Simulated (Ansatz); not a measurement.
Consider a comparison of functionals at one structure of InP, space group F-43m (Ansatz's Python interface).

`xc.py`
```python
# -*- coding: utf-8 -*-
"""One structure of InP under several functionals."""

import ansatz


def main():
    xtal = (
        ansatz.Lattice.from_parameters(4.144353, 4.144353, 4.144353, alpha=60.0, beta=60.0, gamma=60.0)
        .atom("In", [0.0, 0.0, 0.0])
        .atom("P", [0.25, 0.25, 0.25])
    )

    job = xtal.calculation().basis(35 * ansatz.Ry).kpoints(mesh=(6, 6, 6)).occupations("fixed").forces().stress()

    rows = []
    for value in ["revpbe", "lda", "blyp", "pbe"]:
        report = job.functional(value).run(threads=1).report
        rows.append((value, report["free_energy_ev"] / len(report["lattice"]["sites"]), report["n_iterations"], sum(report["stress_gpa"][i][i] for i in range(3)) / 3, max(abs(f) for row in report["forces_ev_ang"] for f in row), report["n_kpoints"]))

    print("  functional   F/atom (eV)    iterations       P (GPa)  max component (eV/A)      k-points")
    for row in rows:
        print(f"{str(row[0]):>12s}  {row[1]:12.5f}  {row[2]:12d}  {row[3]:12.3f}  {row[4]:20.4f}  {row[5]:12d}")


if __name__ == "__main__":
    main()
```

Rank the functionals by the pressure that they give at this structure. What does the order say about their lattices?

From lowest to highest: LDA (-1.2 GPa), PBE (3.3 GPa), revPBE (4.7 GPa) and BLYP (6.7 GPa). At a fixed cell a lower pressure usually means a smaller equilibrium volume, so LDA prefers the smallest cell and BLYP the largest. Gaps by band count in the reports: revPBE 0.81 eV, LDA 0.48 eV, BLYP 0.60 eV and PBE 0.71 eV (Kohn-Sham values on this mesh, as a rule under measured gaps).

The run itself:

```console
$ python xc.py
  functional   F/atom (eV)    iterations       P (GPa)  max component (eV/A)      k-points
      revpbe   -3181.15069             6         4.662                0.0000            16
         lda   -3091.76795             6        -1.220                0.0000            16
        blyp   -3187.00350             7         6.734                0.0000            16
         pbe   -3176.98597             6         3.331                0.0000            16
```

Caveats:
- Forces vanish by symmetry here and test nothing.
- Of the deposited cell: the entry's cell lengths or inner coordinates differ somewhat from later room-temperature determinations.
- Pressure is positive in compression.
- The structure is a deposited one; some such entries were measured under pressure or heat, so a shift against it needn't be the functional's error alone.
- Total energies of different functionals can't be compared; pressures, moments and gaps at this one structure can.
- Run time: 9.2 s on 1 thread of Intel(R) Xeon(R) Platinum 8259CL CPU @ 2.50GHz (Skylake/Cascade Lake), with other jobs on the host, peak memory 0.39 GiB.
